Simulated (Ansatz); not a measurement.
# CH5AlOSi: the cost of one run

The runs use Ansatz 0.2.0, Gaussian basis; the settings change from run to run.

## Step 1: The relaxed structure

The geometry comes from an earlier relaxation with PBE0-D4 in a triple-zeta def2 set; it is a stationary point, not always the lowest conformer.

9 atoms, charge 0, spin multiplicity 1.

Atoms are counted from 1 here; the program's logs count them from 0.

Bond lengths: Al1–Si2 2.453 Å, Al1–O4 1.850 Å, Al1–H5 1.578 Å, Al1–H6 1.582 Å, Si2–C3 1.867 Å, Si2–H7 1.502 Å, C3–O4 1.446 Å, C3–H8 1.088 Å, C3–H9 1.086 Å. Angles: Si2–Al1–O4 50.1°, Si2–Al1–H5 116.1°, Si2–Al1–H6 113.9°, O4–Al1–H5 110.7°, O4–Al1–H6 113.2°, H5–Al1–H6 127.4°, Al1–Si2–C3 80.9°, Al1–Si2–H7 131.0°, C3–Si2–H7 105.7°, Si2–C3–O4 68.7°, Si2–C3–H8 121.2°, Si2–C3–H9 119.9°, O4–C3–H8 113.3°, O4–C3–H9 109.9°, H8–C3–H9 114.0° and more.

As a file:

```xyz
9
charge 0, multiplicity 1
Al   -0.91021    0.97717   -0.87065
Si    1.27368    0.46360    0.12032
C     0.24278   -0.82971    0.98740
O    -0.18260   -0.65252   -0.38310
H    -0.94176    1.12782   -2.44111
H    -1.97300    1.51969    0.16835
H     2.46009   -0.26986   -0.43730
H    -0.51785   -0.55029    1.71309
H     0.63727   -1.83231    1.12591
```

## Step 2: SVWN5/def2-mTZVP

Options: high accuracy.

in.yaml reads:

```yaml
crystal:
  periodic: [false, false, false]
  atoms:
    - {symbol: Al, position_ang: [-0.910209, 0.977170, -0.870645]}
    - {symbol: Si, position_ang: [1.273681, 0.463600, 0.120323]}
    - {symbol: C, position_ang: [0.242777, -0.829707, 0.987396]}
    - {symbol: O, position_ang: [-0.182602, -0.652519, -0.383096]}
    - {symbol: H, position_ang: [-0.941756, 1.127821, -2.441111]}
    - {symbol: H, position_ang: [-1.972996, 1.519692, 0.168346]}
    - {symbol: H, position_ang: [2.460087, -0.269863, -0.437305]}
    - {symbol: H, position_ang: [-0.517847, -0.550285, 1.713087]}
    - {symbol: H, position_ang: [0.637267, -1.832310, 1.125907]}
basis:
  gaussian: {orbitals: def2-mTZVP}
hamiltonian: {xc: {name: SVWN5}}
accuracy: high
output: {forces: true}
```

Started as:

```sh
> ansatz run in.yaml --threads 2 --pin off --events-out ev --progress --plain --max-ram 4352MiB
```

**Question.** How long does this run take on 2 threads of Arm Neoverse V2, shared host, and how much memory does it need?

About 3.8 s, with a peak of 0.27 GiB.
